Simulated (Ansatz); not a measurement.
# Si2C2Cl: the cost of one run

Program: Ansatz 0.2.0. Level of theory: reference: DFT PBEsol, plane waves, PAW, scalar-relativistic, no spin polarisation. These are calculated values, not measurements.

## (1) The system as given

The structure is tetragonal, space group P4/mbm (No. 127). The conventional cell has a = 5.859 Å, b = 5.859 Å, c = 4.174 Å, α = 90.00°, β = 90.00°, γ = 90.00°. Around Cl (site symmetry 4/m) lie 8 C at 3.03 Å and 8 Si at 3.08 Å. C (site symmetry m2m) has 3 Si at 1.67 to 1.76 Å as nearest neighbours. Si (site symmetry m2m) has 3 C at 1.67 to 1.76 Å as nearest neighbours.

As a file:

```cif
data_structure
_symmetry_space_group_name_H-M 'P4/mbm'
_symmetry_Int_Tables_number 127
_cell_length_a 5.8591
_cell_length_b 5.8591
_cell_length_c 4.1743
_cell_angle_alpha 90.000
_cell_angle_beta 90.000
_cell_angle_gamma 90.000
_cell_volume 143.30
loop_
_atom_site_label
_atom_site_type_symbol
_atom_site_symmetry_multiplicity
_atom_site_Wyckoff_symbol
_atom_site_fract_x
_atom_site_fract_y
_atom_site_fract_z
_atom_site_occupancy
Cl1 Cl 2 a 0.00000 0.00000 0.00000 1
C1 C 4 h 0.16000 0.66000 0.50000 1
Si1 Si 4 h 0.36100 0.86100 0.50000 1
```

## (2) Reference

Contents of input.yaml:

```yaml
crystal:
  lattice:
    - [5.859138, 0.0, 0.0]
    - [0.0, 5.859138, 0.0]
    - [0.0, 0.0, 4.174302]
  atoms:
    - { symbol: Cl, position: [0.0, 0.0, 0.0] }
    - { symbol: Cl, position: [0.5, 0.5, 0.0] }
    - { symbol: C, position: [0.16, 0.66, 0.5] }
    - { symbol: C, position: [0.34, 0.16, 0.5] }
    - { symbol: C, position: [0.84, 0.34, 0.5] }
    - { symbol: C, position: [0.66, 0.84, 0.5] }
    - { symbol: Si, position: [0.361, 0.861, 0.5] }
    - { symbol: Si, position: [0.139, 0.361, 0.5] }
    - { symbol: Si, position: [0.639, 0.139, 0.5] }
    - { symbol: Si, position: [0.861, 0.639, 0.5] }
  symmetry: { tolerance: 0.0003 }
kpoints:
  mp_grid: { grid: [3, 3, 4], shift: [0, 0, 0] }
magnetization:
  spin_polarized: false
scf:
  occupations: { method: gaussian, width: 0.2808 }
hamiltonian:
  pseudopotentials: { kind: paw }
  xc: pbesol
basis:
  ecutwfc: 420
output:
  forces: true
  stress: true
  eigenvalues: true
```

On the command line:

```
ansatz run input.yaml --threads 1 --pin off --max-ram 2560MiB --backend cpu --events-out ev --progress --plain --runs-dir out
```

Q: Estimate wall time and peak memory on 1 thread of Arm Neoverse V1, shared host.

About 3.6 s, with a peak of 0.35 GiB.
